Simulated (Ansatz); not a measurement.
# ZrSiRu: from the start to rest

Wanted: the geometry at rest of ZrSiRu (a database entry, slightly rescaled), relaxing the atoms in a fixed cell, and its electronic structure there.

Method: DFT, r2SCAN, no spin polarisation, plane waves, PAW, in Ansatz 0.2.0.

## 1. The cell

The structure is hexagonal, space group P-62m (No. 189). The conventional cell has a = 6.740 Å, b = 6.740 Å, c = 3.702 Å, α = 90.00°, β = 90.00°, γ = 120.00°. Ru (site symmetry m2m) has 4 Si at 2.49 to 2.58 Å as nearest neighbours. Around Zr (site symmetry m2m) lie 5 Si at 2.74 to 2.83 Å and 6 Ru at 2.90 to 3.08 Å. Si (site symmetry -62m) is surrounded by 6 Ru at 2.49 Å and 3 Zr at 2.83 Å. Around Si (site symmetry -6) lie 3 Ru at 2.58 Å and 6 Zr at 2.74 Å.

Its coordinates follow in the input file.

It starts from an earlier solution of the starting cell (checkpoint.read).

## 2. The walk to rest

input.yaml reads:

```yaml
crystal:
  lattice:
    - [3.369757, 5.836589, 0.0]
    - [-3.369757, 5.836589, 0.0]
    - [0.0, 0.0, 3.702306]
  atoms:
    - { symbol: Ru, position: [0.248, 0.752, 0.0] }
    - { symbol: Ru, position: [0.752, 0.0, 0.0] }
    - { symbol: Ru, position: [0.0, 0.248, 0.0] }
    - { symbol: Zr, position: [0.58, 0.42, 0.5] }
    - { symbol: Zr, position: [0.42, 0.0, 0.5] }
    - { symbol: Zr, position: [0.0, 0.58, 0.5] }
    - { symbol: Si, position: [0.0, 0.0, 0.5] }
    - { symbol: Si, position: [0.3333, 0.3334, 0.0] }
    - { symbol: Si, position: [0.6667, 0.6666, 0.0] }
  symmetry: { tolerance: 0.0003 }
kpoints:
  mp_grid: { grid: [6, 6, 9], shift: [0, 0, 0] }
magnetization:
  spin_polarized: false
scf:
  occupations: { method: fermi_dirac }
  lower_state_search: "off"
hamiltonian:
  pseudopotentials: { kind: paw }
  xc: r2scan
basis:
  ecutwfc: 500
  fft_grid_basis: typed
relax:
  max_steps: 80
output:
  forces: true
  stress: true
  eigenvalues: true
  bader: true
  populations: true
  elf: true
  write_potential: true
  volumetric_format: npy
  dos:
    e_range: [-12, 8]
    de: 0.05
    projected: { site_lists: { Ru: [Ru], Si: [Si], Zr: [Zr] } }
  write_density: true
checkpoint:
  read: saved_state
```

The run is started by

```bash
> ansatz run input.yaml --threads 2 --pin off --max-ram 2560MiB --backend cpu --events-out ev --progress --plain --runs-dir out
```

Q: Predict the outcome of this session. Wanted: moves; energy gained; largest move; pressure left in the fixed cell; character; Bader charges.

The runs gave:

```
                                                 quantity                                    value
                                                    moves                                        4
                                            energy gained                             5.2 meV/atom
                                             largest move                              0.04 Å (Zr)
                     space group (0.01 Å), before / after                            P-62m / P-62m
                          pressure left in the fixed cell                                 -3.8 GPa
                                                character                                    metal
density of states, mean within 0.25 eV of the Fermi level                        4 per eV per cell
                                            Bader charges  Ru -0.93, Zr +1.65, Si -1.10 to +0.04 e
```

What this shows: In the fixed cell the largest move of an atom is 0.04 Å; the energy fell by 5.2 meV per atom. The fixed cell still holds a mean pressure of -3.8 GPa, so it would shrink if let free. The run held to 12 symmetry operations, so a lower structure without them is not ruled out. It is a metal; within 0.25 eV of the Fermi level the density of states averages 4 per eV per cell, mostly Ru d (41 %), Zr d (38 %) and Si p (13 %). Zr loses most charge (+1.65 e on average) and Ru gains most (-0.93 e).

Keep in mind: the SCF threshold is loose for a stress.
